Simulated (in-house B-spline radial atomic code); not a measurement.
# Tl: a test of the Gauss points an interval

How far can the Gauss points an interval be changed before the Tl run goes wrong?

The numbers are computed with in-house B-spline radial atomic code version 1 (non-relativistic BLYP, spin-polarised, spherical fractional occupations, point nucleus, basis-set limit), except any that are marked as measured or tabulated.

### 1 What is computed

- element: thallium (Z = 81)
- charge: 0
- electrons: 81
- configuration: [Xe] 4f14 5d10 6s2 6p1
- Hamiltonian: non-relativistic
- nucleus: point

Outer shells as boxes (Hund's rule):

[Xe] 4f14 5d10 6s2 6p1
```
[Xe] core
4f [↑↓][↑↓][↑↓][↑↓][↑↓][↑↓][↑↓]
5d [↑↓][↑↓][↑↓][↑↓][↑↓]
6s [↑↓]
6p [↑ ][  ][  ]
```

Where spins are not typed, each open shell is filled with up spins first.

A run counts as converged when the orbital gradient is under the tolerance times 81 hartree (or under the basis's noise floor) and the energy moved by less than 1e-8 hartree times the root of its size. Energy differences under 6e-05 hartree are noise.

The run's settings:

```ini
Z = 81
electrons = 81.0
configuration = [Xe] 4f14 5d10 6s2 6p1
hamiltonian = nr
method = b88,lyp
spin_polarised = True
knot_spacing = 0.22
spline_order = 8
gauss_points = 12
box_radius = 50
max_iterations = 70
damping = 0.5
damped_steps = 3
diis_vectors = 10
tolerance = 1e-08
start = Thomas-Fermi
```

From the earlier run of the reference: total energy -18966.414029 hartree. Levels, eight at most:

```
orbital  occupation  energy (eV)  <r> (bohr)
5s down           1      -103.36      0.9739
  5p up           3      -70.338       1.051
5p down           3      -70.319       1.050
  5d up           5      -17.987       1.363
5d down           5      -17.925       1.359
  6s up           1       -7.578       2.834
6s down           1       -7.188       2.828
  6p up           1       -2.668       3.849
```

### 2 Gauss points an interval 3

The run's settings:

```ini
Z = 81
electrons = 81.0
configuration = [Xe] 4f14 5d10 6s2 6p1
hamiltonian = nr
method = b88,lyp
spin_polarised = True
knot_spacing = 0.22
spline_order = 8
gauss_points = 3
box_radius = 50
max_iterations = 70
damping = 0.5
damped_steps = 3
diis_vectors = 10
tolerance = 1e-08
start = Thomas-Fermi
```

Run with:

```bash
$ python run_scf.py task.json out
```

The settings of every run stand in task.json; they run in order.

### 3 Gauss points an interval 4

The settings differ from step 2 so:

```diff
@@ -8,3 +8,3 @@
 spline_order = 8
-gauss_points = 3
+gauss_points = 4
 box_radius = 50
```

### 4 Gauss points an interval 5

The settings differ from step 3 so:

```diff
@@ -8,3 +8,3 @@
 spline_order = 8
-gauss_points = 4
+gauss_points = 5
 box_radius = 50
```

### 5 Gauss points an interval 6

The settings differ from step 4 so:

```diff
@@ -8,3 +8,3 @@
 spline_order = 8
-gauss_points = 5
+gauss_points = 6
 box_radius = 50
```

### 6 Gauss points an interval 8

The settings differ from step 5 so:

```diff
@@ -8,3 +8,3 @@
 spline_order = 8
-gauss_points = 6
+gauss_points = 8
 box_radius = 50
```

### 7 Gauss points an interval 16

The settings differ from step 6 so:

```diff
@@ -8,3 +8,3 @@
 spline_order = 8
-gauss_points = 8
+gauss_points = 16
 box_radius = 50
```

**Question.** Which of these runs converge to the reference energy, which miss it and by about how much, and which fail?

The runs gave:

| run | outcome | iterations | energy less the reference (hartree) |
| --- | --- | --- | --- |
| reference | converged | 10 | 0 |
| Gauss points an interval 3 | converged | 11 | -2.74e+06 |
| Gauss points an interval 4 | converged | 10 | below noise |
| Gauss points an interval 5 | converged | 10 | below noise |
| Gauss points an interval 6 | converged | 10 | below noise |
| Gauss points an interval 8 | converged | 10 | below noise |
| Gauss points an interval 16 | converged | 10 | below noise |

Of 6 changed inputs, 5 gave the reference energy within 6e-05 hartree and 1 converged to another value. The worst converged miss is -2.74e+06 hartree (Gauss points an interval 3): the integrals are too coarse. An energy below the reference is possible because too few quadrature points break the variational bound.
